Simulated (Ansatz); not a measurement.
# CH2ClNSn, SMILES N#[C][SnH2][Cl]: vertical spin-state energies

Program: the Python package of Ansatz (0.2.0).

Run as a notebook:

**Cell 1**
```python
import ansatz
```

**Cell 2**
```python
mol = (
    ansatz.Crystal.molecule()
    .atom('N', (1.8771, -1.6727, 1.1101))
    .atom('C', (1.0553, -0.8998, 0.6367))
    .atom('Sn', (-0.3664, 0.4266, -0.21))
    .atom('Cl', (-1.9579, -0.7919, -1.274))
    .atom('H', (0.4696, 1.4501, -1.3789))
    .atom('H', (-1.0357, 1.4237, 1.07))
)
```

**Cell 3**
```python
job = mol.calculation().basis(gaussian='def2-SVPD').functional('cam_b3lyp')
found = {}
for unpaired in [0, 2]:
    rep = job.spin('collinear', total=unpaired).run(threads=1, backend='cpu').report
    s = unpaired / 2
    found[unpaired] = rep['free_energy_ev']
    print(f'2S+1 = {unpaired + 1}: E = {found[unpaired]:.5f} eV, <S^2> = {abs(rep["mean_field"]["state"]["spin_squared"]):.3f} (pure state {s * (s + 1):.2f})')
lowest = min(found, key=found.get)
for unpaired, e in found.items():
    print(f'multiplicity {unpaired + 1}: {96.485332 * (e - found[lowest]):.1f} kJ/mol above the lowest')
```
Output:
```text
2S+1 = 1: E = -20906.22443 eV, <S^2> = 0.000 (pure state 0.00)
2S+1 = 3: E = -20901.07290 eV, <S^2> = 2.007 (pure state 2.00)
multiplicity 1: 0.0 kJ/mol above the lowest
multiplicity 3: 497.0 kJ/mol above the lowest
```

In order: multiplicity 1 (+0.00 eV) and multiplicity 3 (+5.15 eV), all at the one geometry.

Total energies depend on the basis set; only differences at equal settings carry meaning. The geometry is a force-field or estimated start, not a minimum of this method, and the basis set is short of its limit. All parts are taken at fixed geometry, without zero-point energy. def2 sets replace the cores of elements past krypton by effective core potentials. Spin-orbit coupling, which mixes and shifts the spin states of heavy atoms, is left out. Hardware and time: 44 s on 1 thread of Arm Neoverse V1, with other jobs on the host, peak memory 0.53 GiB.

(Lines on the test bed's own set-up are left out of the output.)
